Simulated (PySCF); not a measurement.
**The bond of MgCd+, level by level**

The task here is to estimate one member of a computed series from the others.

Method: Mg def2-SVPD, Cd def2-SVPD with ECP28, scalar-relativistic core potentials; program: PySCF 2.14.0.

The first run:

The job is set up so:

```
atoms                         : Mg, Cd
charge                        : 1
basis                         : Mg def2-SVPD, Cd def2-SVPD with ECP28
Hamiltonian                   : scalar-relativistic core potentials
basis functions               : 55
electrons treated             : 31
masses in u                   : 23.9850, 113.9034
levels                        : PBE0, PBE, r²SCAN, M06, r²SCAN0, revPBE, HSE06, HF, MP2, SCS-MP2
grid                          : 80 radial by 434 angular points
occupations                   : held fixed by the projection of orbital angular momentum
dissociation limit            : Mg+ + Cd, each in its ground configuration
starting distance in angstrom : 2.855
values of 2S to try           : 1, 3
```

Run with:

```bash
OMP_NUM_THREADS=1 python dia.py task.json out
```

Among the steps run: Set-up; First curve: PBE0; Excited determinants; PBE (GGA); r²SCAN (meta-GGA); M06 (hybrid meta-GGA); r²SCAN0; revPBE; HSE06 (range-separated hybrid); ROHF (mean field).

One table of the session follows, with a row left open; its other results are not shown here.

Energy (eV) from each level's lowest point:

| R (Å) | ROHF | ROHF-MP2 | ROHF-SCS-MP2 | PBE | revPBE |
| --- | --- | --- | --- | --- | --- |
| 2.538 | 0.434 | 0.266 | 0.288 | 0.258 | 0.296 |
| 2.656 | 0.232 | 0.116 | 0.131 | 0.114 | 0.139 |
| 2.774 | 0.106 | 0.035 | 0.043 | 0.035 | 0.049 |
| 2.862 | 0.048 | 0.007 | 0.011 | 0.008 | 0.014 |
| 2.951 | 0.015 | 0.000 | 0.000 | 0.000 | 0.000 |
| 3.039 | 0.000 | 0.008 | 0.005 | 0.007 | 0.001 |
| 3.158 | 0.003 | 0.036 | 0.029 | 0.033 | 0.019 |
| 3.305 | 0.030 | 0.089 | 0.079 | 0.081 | 0.060 |
| 3.482 | ? | ? | ? | ? | ? |
| 3.718 | 0.171 | 0.275 | 0.260 | 0.250 | 0.213 |

**Question.** Estimate the row for R (Å) = 3.482.

Worked estimate for «ROHF». A straight line through the neighbours (3.305, 0.030) and (3.718, 0.171) gives 0.030 + (0.171 − 0.030) × (3.482 − 3.305) / (3.718 − 3.305) = 0.090; a parabola fitted to 3 rows on both sides gives 0.079.

As computed: ROHF: 0.084; ROHF-MP2: 0.167; ROHF-SCS-MP2: 0.153; PBE: 0.152; revPBE: 0.123. In «ROHF» the line misses by +0.006 and the parabola by -0.005.
